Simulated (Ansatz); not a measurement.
Crystal: Ta3AsAu2O13.

```
CELL_PARAMETERS angstrom
5.45204 0.00000 0.00000
-2.72602 4.72161 0.00000
0.00000 0.00000 9.57902
ATOMIC_POSITIONS crystal
Ta 0.00000 0.00000 0.19408
Ta 0.00000 0.00000 0.80592
Ta 0.66667 0.33333 0.00000
As 0.00000 0.00000 0.50000
Au 0.33333 0.66667 0.27428
Au 0.33333 0.66667 0.72572
O 0.00000 0.00000 0.00000
O 0.23947 0.97129 0.36402
O 0.02871 0.26818 0.36402
O 0.73182 0.76053 0.36402
O 0.23947 0.97129 0.63598
O 0.02871 0.26818 0.63598
O 0.73182 0.76053 0.63598
O 0.38452 0.33425 0.85844
O 0.66575 0.05026 0.85844
O 0.94974 0.61548 0.85844
O 0.38452 0.33425 0.14156
O 0.66575 0.05026 0.14156
O 0.94974 0.61548 0.14156
```

The cell was built by a generator and needn't be a form met in nature.

- Program: Ansatz 0.2.0
- Task: relaxation of cell and atoms
- Functional: PBE
- Dispersion: D3(BJ)
- Potentials or basis: Ansatz PAW
- Cutoff: 420 eV (not typed: the program's choice for these potentials)
- k mesh: 4 × 4 × 2
- Occupations: fermi-dirac, width 0.05 eV
- Spin: no spin polarisation

At the start: volume 12.98 Å³/atom.

Where does the relaxation end?

It ends after 12 steps and the volume is 12.68 Å³/atom (-2.3 %); space group P-6 (No. 174, to 0.05 Å).

The path:
```tsv
step	energy change (eV)	largest force (eV/Å)	volume (Å³)
1	0.0000	0.2033	246.59
2	-0.0791	0.0898	241.07
3	-0.0839	0.0508	240.86
4	-0.0847	0.0614	240.93
5	-0.0851	0.0369	241.02
6	-0.0849	0.0151	241.12
7	-0.0848	0.0170	241.16
8	-0.0846	0.0083	241.22
9	-0.0633	0.0086	241.22
10	-0.0659	0.0087	240.60
11	-0.0650	0.0037	240.84
12	-0.0634	0.0036	240.84
```

Final structure:
```
Ta As Au O
1.0
     5.40314    0.00000    0.00000
    -2.70157    4.67926    0.00000
     0.00000    0.00000    9.52603
Ta As Au O
3 1 2 13
Cartesian
  0.0000 0.0000 1.8630
  0.0000 0.0000 7.6631
  2.7016 1.5598 0.0000
  0.0000 0.0000 4.7630
  0.0000 3.1195 2.5849
  0.0000 3.1195 6.9411
  0.0000 0.0000 0.0000
  -1.3107 4.5339 3.4755
  -0.5696 1.2771 3.4755
  1.8803 3.5474 3.4755
  -1.3107 4.5339 6.0505
  -0.5696 1.2771 6.0505
  1.8803 3.5474 6.0505
  1.1679 1.5833 8.1766
  3.4480 0.2197 8.1766
  3.4888 2.8762 8.1766
  1.1679 1.5833 1.3495
  3.4480 0.2197 1.3495
  3.4888 2.8762 1.3495
```

Caveat: the plane-wave basis is chosen anew once the cell has moved, so the energies of steps on either side of that aren't comparable; the pressure holds a Pulay correction of +0.7 GPa for the finite cutoff; pairwise dispersion overbinds metals, which lowers pressure and volume.
